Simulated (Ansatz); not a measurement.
# TiN: further runs on the relaxed cell

An exercise on one series of results from a longer session: the logs are not shown, and one member is left open.

Computed with Ansatz 0.2.0 (DFT PBEsol, scalar-relativistic, plane waves, PAW, unless a step's input says otherwise).

1 further run of the same task is left out (set aside as unsound or not needed).

**The structure to begin with**

The structure is cubic, space group Fm-3m (No. 225). The conventional cell has a = 4.204 Å, b = 4.204 Å, c = 4.204 Å, α = 90.00°, β = 90.00°, γ = 90.00°. Ti (site symmetry m-3m) is surrounded by 6 N at 2.10 Å. N (site symmetry m-3m) is surrounded by 6 Ti at 2.10 Å.

Structure file:

```
Ti N
1.0
     0.00000    2.10197    2.10197
     2.10197    0.00000    2.10197
     2.10197    2.10197    0.00000
Ti N
1 1
Direct
  0.00000 0.00000 0.00000
  0.50000 0.50000 0.50000
```

This cell was relaxed beforehand with the same method: volume 9.29 Å³/atom, gap on the mesh none (metal).

Set-up of the first run:

Input file input.yaml:

```yaml
crystal:
  lattice:
    - [0.0, 2.1019663693, 2.1019663693]
    - [2.1019663693, 0.0, 2.1019663693]
    - [2.1019663693, 2.1019663693, 0.0]
  atoms:
    - { symbol: Ti, position: [0.0, 0.0, 0.0] }
    - { symbol: "N", position: [0.5, 0.5, 0.5] }
basis:
  ecutwfc: 420
kpoints:
  mp_grid: { grid: [18, 18, 18] }
  band_path:
    path:
      - [[0.0, 0.0, 0.0], [0.5, 0.0, 0.5], [0.625, 0.25, 0.625]]
      - [[0.375, 0.375, 0.75], [0.0, 0.0, 0.0], [0.5, 0.5, 0.5], [0.5, 0.25, 0.75], [0.5, 0.0, 0.5]]
    npoints: 14
hamiltonian:
  xc: pbesol
scf:
  occupations: { method: gaussian, width: 0.1 }
  n_extra_bands: 6
output:
  forces: true
  stress: true
  eigenvalues: true
  populations: true
  dos: { projected: true, de: 0.02, nscf_kmesh: { grid: [27, 27, 27] } }
  bader: true
```

Run with:

```console
> ansatz run input.yaml --threads 1 --pin off --max-ram 2560MiB --backend cpu --events-out ev --progress --plain --runs-dir out
```

Among the steps run: Static run: bands, density of states and charges; Back to the database's cell; Volume × 0.97; Volume × 1.03; Point at V/V0 = 0.94; Point at V/V0 = 1.06; Point at V/V0 = 0.91; The cell scaled to 1.10 of its volume; The cell scaled to 0.88 of its volume.

One table of the session follows, with a row left open; its other results are not shown here.

It belongs to the step «Fit of the equation of state». 

```
volume (Å³/atom)  energy above the lowest point (meV/atom)  pressure (GPa)
           8.173                                     156.2           50.27
           8.451                                         ?               ?
           8.730                                      34.8           21.17
           9.008                                       8.2            9.75
           9.287                                       0.0            0.00
           9.566                                       7.5           -8.33
           9.844                                      28.4          -15.45
          10.216                                      73.7          -23.35
```

Estimate the missing values for volume (Å³/atom) = 8.451.

Worked estimate for «energy above the lowest point (meV/atom)». A straight line through the neighbours (8.173, 156.2) and (8.730, 34.8) gives 156.2 + (34.8 − 156.2) × (8.451 − 8.173) / (8.730 − 8.173) = 95.6; a parabola fitted to 3 rows on both sides gives 84.3.

**Answer.** energy above the lowest point (meV/atom): 82.9; pressure (GPa): 34.56. In «energy above the lowest point (meV/atom)» the line misses by +12.7 and the parabola by +1.4.

To keep in mind: Spin polarisation is off in the runs that give these values; a magnetic solution could lie lower.
